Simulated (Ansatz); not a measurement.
Consider an equation of state with a fit of TaN, space group P-62m (the Python package of Ansatz (0.2.0)).

The script, `eos_tan.py`:
```python
# -*- coding: utf-8 -*-
import warnings

import ansatz as az
import numpy as np
from pymatgen.analysis.eos import EOS

FILLING = "fermi_dirac"
SIGMA = 0.1
CUTOFF = 420
XC = "pbesol"
KMESH = (5, 5, 8)

vectors0 = np.array([
    [5.196, 0.0, 0.0],
    [-2.598, 4.499868, 0.0],
    [0.0, 0.0, 2.911],
])
sites = [
    ("Ta", (1 / 3, 2 / 3, 0.5)),
    ("Ta", (2 / 3, 1 / 3, 0.5)),
    ("Ta", (0.0, 0.0, 0.0)),
    ("N", (0.39285, 0.0, 0.0)),
    ("N", (0.60715, 0.60715, 0.0)),
    ("N", (0.0, 0.39285, 0.0)),
]


def make_crystal(cell):
    crystal = az.Crystal(lattice=az.Lattice.of(cell))
    for symbol, position in sites:
        crystal = crystal.atom(symbol, position)
    return crystal


def main():
    warnings.simplefilter("ignore", az.DeckWarning)

    volumes, energies, pressures = [], [], []
    for scale in np.linspace(0.94, 1.06, 7):
        cell = vectors0 * scale ** (1 / 3)
        base = (
            make_crystal(cell).calculation()
            .occupations(FILLING, width=SIGMA)
            .basis(CUTOFF)
            .pseudopotentials("paw")
            .functional(XC)
            .kpoints(*KMESH)
            .stress()
        )
        report = base.run(threads=1, backend="cpu").report
        volumes.append(abs(np.linalg.det(cell)) / len(sites))
        energies.append(report["free_energy_ev"] / len(sites))
        pressures.append(np.trace(report["stress_gpa"]) / 3)
        print(f"V = {volumes[-1]:8.4f} A^3/atom  F = {energies[-1]:.5f} eV/atom  P = {pressures[-1]:8.3f} GPa")

    for form in ["vinet", "pourier_tarantola"]:
        fit = EOS(eos_name=form).fit(volumes, energies)
        print(f"{form:18s} V0 {fit.v0:8.4f} A^3/atom  B0 {fit.b0_GPa:7.1f} GPa  B1 {fit.b1:5.2f}")


if __name__ == "__main__":
    main()
```

Where does the minimum lie against the volume typed, and how stiff is the crystal?

A third-order Birch-Murnaghan fit through the 7 points has its minimum at 11.21 Å³ an atom, 1.1 % below the typed cell, with a bulk modulus of 335 GPa and dB/dP = 4.3. From that minimum the energy rises by 31.0 meV an atom on the compressed side and 54.0 meV on the expanded side.

The output:

```console
$ python eos_tan.py
V =  10.6632 A^3/atom  F = -5093.80172 eV/atom  P =   18.794 GPa
V =  10.8901 A^3/atom  F = -5093.82235 eV/atom  P =   10.470 GPa
V =  11.1170 A^3/atom  F = -5093.83177 eV/atom  P =    2.984 GPa
V =  11.3438 A^3/atom  F = -5093.83116 eV/atom  P =   -3.744 GPa
V =  11.5707 A^3/atom  F = -5093.82151 eV/atom  P =   -9.794 GPa
V =  11.7976 A^3/atom  F = -5093.80370 eV/atom  P =  -15.233 GPa
V =  12.0245 A^3/atom  F = -5093.77865 eV/atom  P =  -20.118 GPa
vinet              V0  11.2146 A^3/atom  B0   335.1 GPa  B1  4.29
pourier_tarantola  V0  11.2146 A^3/atom  B0   335.3 GPa  B1  4.27
```

Notes:
- Total energies depend on the potentials; only differences at equal settings carry meaning.
- No spin polarisation was allowed.
- Shape and fractional positions are held along the curve, so the bulk modulus is an upper value where they are free to relax.
- For a metal this k-point mesh is coarse: on a finer one energies can move by several to tens of meV an atom and pressures by half a GPa or more, differences at one mesh by less.
- Pressure is positive in compression.
- Spin-orbit coupling, which matters for elements this heavy, is left out.
- The structure is a deposited one; some such entries were measured under pressure or heat, so a shift against it needn't be the functional's error alone.
- Processor time in the engine: 22 s on 1 thread of Intel(R) Xeon(R) Processor @ 2.30GHz, with other jobs on the host, peak memory 0.59 GiB.
